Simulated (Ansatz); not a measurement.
# KMgF3: the band gap up the ladder of functionals

Aim: see whether the known phase of KMgF3 (Pm-3m) with 5 atoms a cell has a gap and how its size depends on the level of theory: PBE, r2SCAN, HSE06, PBE0, LDA, G0W0, DDH-PBE0, Hartree-Fock.

The runs shown are made with Ansatz 0.2.0. PAW datasets, plane waves. Calculated at 0 K for a non-magnetic cell.

## 1. The structure to begin with

The cell was relaxed beforehand with r2SCAN.

Space group Pm-3m (No. 221), cubic; a = 3.980 Å in the conventional setting, 12.61 Å³ an atom. Around K lie 12 F at 2.81 Å; around Mg lie 6 F at 1.99 Å; around F lie 2 Mg at 1.99 Å and 4 K at 2.81 Å.

Coordinates:

Space group Pm-3m (No. 221). a = 3.980 Å, b = 3.980 Å, c = 3.980 Å, α = 90.00°, β = 90.00°, γ = 90.00°
```csv
atom,site,symmetry,x,y,z
K,1b,m-3m,0.5000,0.5000,0.5000
Mg,1a,m-3m,0.0000,0.0000,0.0000
F,3d,4/mm.m,0.5000,0.0000,0.0000
```

## 2. PBE band path

input.yaml reads:

```yaml
crystal:
  lattice:
    - [3.9802355636, 0.0, 0.0]
    - [0.0, 3.9802355636, 0.0]
    - [0.0, 0.0, 3.9802355636]
  atoms:
    - { symbol: K, position: [0.5, 0.5, 0.5] }
    - { symbol: Mg, position: [0.0, 0.0, 0.0] }
    - { symbol: F, position: [0.5, 0.0, 0.0] }
    - { symbol: F, position: [0.0, 0.5, 0.0] }
    - { symbol: F, position: [0.0, 0.0, 0.5] }
kpoints:
  mp_grid: { grid: [6, 6, 6] }
  band_path:
    path:
      - [[0.0, 0.0, 0.0], [3.920557222972e-51, 0.5, -8.064555952447e-36], [0.5, 0.5, -8.871011547692e-35], [0.0, 0.0, 0.0], [0.5, 0.5, 0.5], [3.920557222972e-51, 0.5, -8.064555952447e-36]]
      - [[0.5, 0.5, 0.5], [0.5, 0.5, -8.871011547692e-35]]
    npoints: 10
hamiltonian:
  xc: pbe
scf:
  occupations: { method: fermi_dirac, width: 0.02 }
  n_extra_bands: 5
output:
  forces: true
  stress: true
  eigenvalues: true
  write_density: true
  write_potential: true
  elf: true
  volumetric_format: npy
```

On the command line:

```bash
ansatz run input.yaml --threads 4 --pin off --max-ram 9216MiB --backend cpu --events-out ev --progress --plain --runs-dir out
```

Further steps of the session: Single point with r2SCAN; HSE06; PBE0; Single point with LDA; One-shot GW from PBE; One-shot GW from PBE; Single point with DDH-PBE0; Single point with Hartree-Fock.

**Question.** What will these runs give? Wanted: for each run, gap; kind; from PBE.

**Answer**, as computed:

```
                     level  gap (eV)                 kind  from PBE (eV)
                       PBE      7.37               R to Γ              0
                    r2SCAN      8.30               R to Γ          +0.93
                     HSE06      9.61               R to Γ          +2.24
                      PBE0     10.37               R to Γ          +3.00
                       LDA      7.02               R to Γ          -0.35
G0W0@PBE (188 empty bands)     11.21  PBE path plus shift          +3.84
G0W0@PBE (345 empty bands)     11.35  PBE path plus shift          +3.98
                  DDH-PBE0     13.17               R to Γ          +5.80
              Hartree-Fock     19.86               R to Γ         +12.49
```

Meshes: PBE 6×6×6, r2SCAN 6×6×6, HSE06 4×4×4, PBE0 4×4×4, LDA 6×6×6, DDH-PBE0 4×4×4, Hartree-Fock 4×4×4

**Reading.** LDA gives the least gap, 7.02 eV, and Hartree-Fock the largest, 19.86 eV. Against G0W0@PBE, PBE is short by 3.98 eV, at 65 % of it, and r2SCAN 73 %. PBE0 lies 0.76 eV above HSE06, which differs from it by screening the long-range exchange. Hartree-Fock lies above G0W0@PBE by 8.5 eV. The G0W0 figures hold for the stated bands, cutoff and mesh and aren't extrapolated. All values are for fixed nuclei; lattice motion, which mostly narrows measured gaps, is not included.
